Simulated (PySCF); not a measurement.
**[Ce(H2O)5]3+: forces at shaken geometries**

How stiff is [Ce(H2O)5]3+? Its atoms are displaced at random by several amounts. The species was built from a template and needn't be a known compound.

The runs use PySCF 2.14.0; PBE0, Ce def2-SVP with ECP28, O def2-SVP, H def2-SVP; scalar-relativistic core potentials, no spin–orbit coupling.

3 further runs of the same task are left out: 1 for a known fault of the program, 2 that didn't finish. Runs told in other sessions of the task aren't counted.

### Step 1. Where the work starts

16 atoms, charge 3, spin multiplicity 2.

Bond lengths: Ce1–O2 2.417 Å, Ce1–O5 2.417 Å, Ce1–O8 2.397 Å, Ce1–O11 2.418 Å, Ce1–O14 2.418 Å, O2–H3 0.978 Å, O2–H4 0.978 Å, O5–H6 0.978 Å, O5–H7 0.978 Å, O8–H9 0.980 Å, O8–H10 0.980 Å, O11–H12 0.979 Å, O11–H13 0.979 Å, O14–H15 0.979 Å, O14–H16 0.979 Å. Angles: O2–Ce1–O5 152.7°, O2–Ce1–O8 103.7°, O2–Ce1–O11 85.0°, O2–Ce1–O14 85.0°, O5–Ce1–O8 103.7°, O5–Ce1–O11 85.0°, O5–Ce1–O14 85.0°, O8–Ce1–O11 111.7°, O8–Ce1–O14 111.7°, O11–Ce1–O14 136.5°, Ce1–O2–H3 128.2°, Ce1–O2–H4 128.2°, H3–O2–H4 103.7°, Ce1–O5–H6 128.2°, Ce1–O5–H7 128.2°, H6–O5–H7 103.7°, Ce1–O8–H9 128.4°, Ce1–O8–H10 128.4° and more.

Coordinates:

```xyz
16
charge 3, multiplicity 2
Ce    0.1144    0.0000    0.0000
O    -0.4570    0.0000    2.3490
H    -0.5833    0.7688    2.9400
H    -0.5833   -0.7688    2.9400
O    -0.4570    0.0000   -2.3490
H    -0.5833   -0.7688   -2.9400
H    -0.5833    0.7688   -2.9400
O     2.5112   -0.0001    0.0000
H     3.1194   -0.7683    0.0000
H     3.1194    0.7681    0.0000
O    -0.7811    2.2461    0.0000
H    -0.3034    3.1009    0.0000
H    -1.7238    2.5112    0.0000
O    -0.7813   -2.2460    0.0000
H    -1.7240   -2.5111    0.0000
H    -0.3036   -3.1009    0.0000
```

Formal oxidation states: Ce +3. An earlier session relaxed this geometry at PBE0, Ce def2-SVP with ECP28, O def2-SVP, H def2-SVP (doublet, point group C2v).

Its energy there is -855.579764 Eh.

### Step 2. Atoms moved at random, σ = 0.03 Å

The input, run.py (the lines that set the calculation):

```python
mol = gto.M(atom='''
Ce     0.10851     0.00526     0.00336
O     -0.49701    -0.02515     2.30147
H     -0.57451     0.76195     2.97316
H     -0.60721    -0.74806     2.95213
O     -0.44941     0.02133    -2.40963
H     -0.58633    -0.79792    -2.83828
H     -0.59915     0.73968    -2.93793
O      2.55515    -0.01567     0.02428
H      3.15116    -0.73586    -0.03671
H      3.12841     0.80868    -0.00743
O     -0.80053     2.24585    -0.01283
H     -0.25007     3.10460    -0.02922
H     -1.74494     2.52907    -0.03231
O     -0.79511    -2.28519    -0.00050
H     -1.70264    -2.53039    -0.01881
H     -0.33633    -3.07819     0.06925''',
    basis={'Ce': 'def2-SVP', 'O': 'def2-SVP', 'H': 'def2-SVP'},
    ecp={'Ce': 'def2-SVP'},
    charge=3, spin=1)
mf = dft.UKS(mol, xc='PBE0')
mf.grids.atom_grid = (50, 194)  # f atoms: unpruned, at least (60, 302)
mf = mf.density_fit()  # fitting sets: Ce def2-universal-JKFIT, O def2-universal-JKFIT, H def2-universal-JKFIT
mf.conv_tol = 1e-08; mf.max_cycle = 55
mf.kernel(dm0)  # dm0: the density of the relaxed state
```

Launch:

```bash
$ OMP_NUM_THREADS=4 python run.py
```

### Step 3. Atoms moved at random, σ = 0.1 Å

The input, run.py (the lines that set the calculation):

```python
mol = gto.M(atom='''
Ce     0.09006    -0.00028     0.09432
O     -0.38080     0.01364     2.36535
H     -0.65574     0.79578     2.96849
H     -0.60987    -0.72546     2.88729
O     -0.60079     0.02182    -2.27520
H     -0.64383    -0.98014    -2.82316
H     -0.60365     0.81221    -2.98871
O      2.50792    -0.00495    -0.16085
H      3.05049    -0.76707    -0.02550
H      3.17880     0.73898    -0.06290
O     -0.85317     2.43132    -0.06089
H     -0.26437     3.06413     0.00586
H     -1.58130     2.53661     0.14797
O     -0.69585    -2.41220     0.00319
H     -1.77370    -2.46057    -0.11455
H     -0.16419    -3.06383     0.03931''',
    basis={'Ce': 'def2-SVP', 'O': 'def2-SVP', 'H': 'def2-SVP'},
    ecp={'Ce': 'def2-SVP'},
    charge=3, spin=1)
mf = dft.UKS(mol, xc='PBE0')
mf.grids.atom_grid = (50, 194)  # f atoms: unpruned, at least (60, 302)
mf = mf.density_fit()  # fitting sets: Ce def2-universal-JKFIT, O def2-universal-JKFIT, H def2-universal-JKFIT
mf.conv_tol = 1e-08; mf.max_cycle = 55
mf.kernel(dm0)  # dm0: the density of the relaxed state
```

### Step 4. Atoms moved at random, σ = 0.03 Å

The input, run.py (the lines that set the calculation):

```python
mol = gto.M(atom='''
Ce     0.13595     0.00888     0.01413
O     -0.41827    -0.00745     2.37966
H     -0.58002     0.79110     2.92343
H     -0.56908    -0.77552     2.94336
O     -0.44711     0.05478    -2.32993
H     -0.59610    -0.80618    -2.91227
H     -0.58119     0.75285    -2.93412
O      2.57665    -0.00598    -0.01341
H      3.08323    -0.79218    -0.01791
H      3.08718     0.78938    -0.03816
O     -0.82099     2.28052    -0.00807
H     -0.36448     3.08531    -0.00573
H     -1.71982     2.50477    -0.01174
O     -0.76346    -2.27751    -0.01407
H     -1.73299    -2.49729    -0.01131
H     -0.28949    -3.10549     0.03613''',
    basis={'Ce': 'def2-SVP', 'O': 'def2-SVP', 'H': 'def2-SVP'},
    ecp={'Ce': 'def2-SVP'},
    charge=3, spin=1)
mf = dft.UKS(mol, xc='PBE0')
mf.grids.atom_grid = (50, 194)  # f atoms: unpruned, at least (60, 302)
mf = mf.density_fit()  # fitting sets: Ce def2-universal-JKFIT, O def2-universal-JKFIT, H def2-universal-JKFIT
mf.conv_tol = 1e-08; mf.max_cycle = 55
mf.kernel(dm0)  # dm0: the density of the relaxed state
```

**Question.** What will these runs give? Wanted: for each run, σ; energy rise; harmonic estimate −½ F·u; largest force component.

**Answer**, as computed:

| σ (Å) | energy rise (eV) | harmonic estimate −½ F·u (eV) | largest force component (eV/Å) |
| --- | --- | --- | --- |
| 0.03 | 0.642 | 0.643 | 4.97 |
| 0.1 | 4.694 | 4.679 | 21.25 |
| 0.03 | 0.531 | 0.531 | 4.33 |

Every displacement raises the energy. For a harmonic well the rise equals −½ F·u; the two differ by at most 0 % here (a move with σ = 0.1 Å), from anharmonicity, the grid and the small forces left at the relaxed point. The largest moves cost over 1 eV, far outside the harmonic range, so agreement there can come from errors that cancel between squeezed and stretched bonds. These are double-zeta-type bases without diffuse functions. Spin–orbit coupling is left out for this open shell, where it can reorder the states. Open shells may have lower solutions than the one found.
